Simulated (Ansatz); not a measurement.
# FH₃O₃Si: up Jacob's ladder to CCSD(T)

The task here is to estimate one member of a computed series from the others.

Program: Ansatz 0.2.0, Gaussian basis. Level of theory: functionals in def2-TZVPP, the program's frozen cores in correlated methods. These are calculated values, not measurements.

Levels to be run: LDA (SPW92), PBE-D4, revPBE-D4, BLYP-D4, r2SCAN-D4, B97M-V, PBE0-D4, B3LYP-D4, r2SCANh-D4, r2SCAN0-D4, HSE06-D4, BHLYP-D4, CAM-B3LYP-D4, LC-ωPBE, ωB97X-V, ωB97M-V, B2PLYP, PBE-QIDH; CCSD(T)/def2-SVP; CCSD(T)/def2-TZVPP; MP2/def2-QZVPP; extrapolation to the limit; RPA on PBE.

**The geometry**

The geometry comes from an earlier relaxation with PBE0-D4 in a triple-zeta def2 set; it is a stationary point, not always the lowest conformer.

8 atoms, charge 0, spin multiplicity 1.

Atoms are counted from 1 here; the program's logs count them from 0.

Bond lengths: O1–Si2 1.619 Å, O1–H6 0.958 Å, Si2–O3 1.619 Å, Si2–O4 1.619 Å, Si2–F5 1.594 Å, O3–H7 0.958 Å, O4–H8 0.958 Å. Angles: Si2–O1–H6 118.5°, O1–Si2–O3 109.9°, O1–Si2–O4 109.9°, O1–Si2–F5 109.0°, O3–Si2–O4 109.9°, O3–Si2–F5 109.0°, O4–Si2–F5 109.1°, Si2–O3–H7 118.5°, Si2–O4–H8 118.5°.

The first run:

Contents of in.yaml:

```yaml
crystal:
  periodic: [false, false, false]
  atoms:
    - {symbol: O, position_ang: [-0.014884, 1.553676, -0.307606]}
    - {symbol: Si, position_ang: [0.050596, -0.048830, -0.087876]}
    - {symbol: O, position_ang: [0.980088, -0.392189, 1.192303]}
    - {symbol: O, position_ang: [-1.440993, -0.634594, 0.141685]}
    - {symbol: F, position_ang: [0.681981, -0.726336, -1.385614]}
    - {symbol: H, position_ang: [-0.516436, 1.893596, -1.049291]}
    - {symbol: H, position_ang: [1.899333, -0.124059, 1.175178]}
    - {symbol: H, position_ang: [-1.547684, -1.578263, 0.265422]}
basis:
  gaussian: {orbitals: def2-TZVPP}
hamiltonian: {xc: lda}
output: {orbitals: {seedname: orbitals}}
```

Steps of the session up to this table: LDA; PBE-D4 (GGA); revPBE-D4 (GGA); BLYP-D4 (GGA); r2SCAN-D4 (meta-GGA); B97M-V (meta-GGA); PBE0-D4 (hybrid); B3LYP-D4 (hybrid); r2SCANh-D4 (hybrid); r2SCAN0-D4 (hybrid); HSE06-D4 (hybrid); BHLYP-D4 (hybrid); CAM-B3LYP-D4 (range-separated); LC-ωPBE-D4 (range-separated; the results give it without D4); ωB97X-V (range-separated); ωB97M-V (range-separated); B2PLYP (double hybrid); PBE-QIDH (double hybrid).

One table of the session follows, with a row left open; its other results are not shown here.

It belongs to the step «Orbital energies across the functionals». 

```
  functional  HOMO (eV)  LUMO (eV)  gap (eV)
 LDA (SPW92)      -8.14      -0.69      7.45
      PBE-D4      -7.92      -0.53      7.39
   revPBE-D4      -7.84      -0.44      7.40
     BLYP-D4      -7.83      -0.59      7.24
   r2SCAN-D4      -8.35       0.17      8.53
      B97M-V      -8.43      -0.23      8.20
     PBE0-D4      -9.77       0.38     10.15
    B3LYP-D4      -9.47      -0.03      9.44
  r2SCANh-D4      -9.04       0.45      9.49
  r2SCAN0-D4     -10.08       0.84     10.91
    HSE06-D4      -9.35       0.01      9.36
    BHLYP-D4     -11.55       1.02     12.57
CAM-B3LYP-D4     -11.31       1.13     12.45
     LC-ωPBE          ?          ?         ?
     ωB97X-V     -12.34       2.32     14.66
     ωB97M-V     -12.27       1.87     14.14
```

Estimate the missing values for LC-ωPBE.

**Answer.** HOMO (eV): -12.70; LUMO (eV): 2.54; gap (eV): 15.25. In the column «HOMO (eV)» it is the lowest.
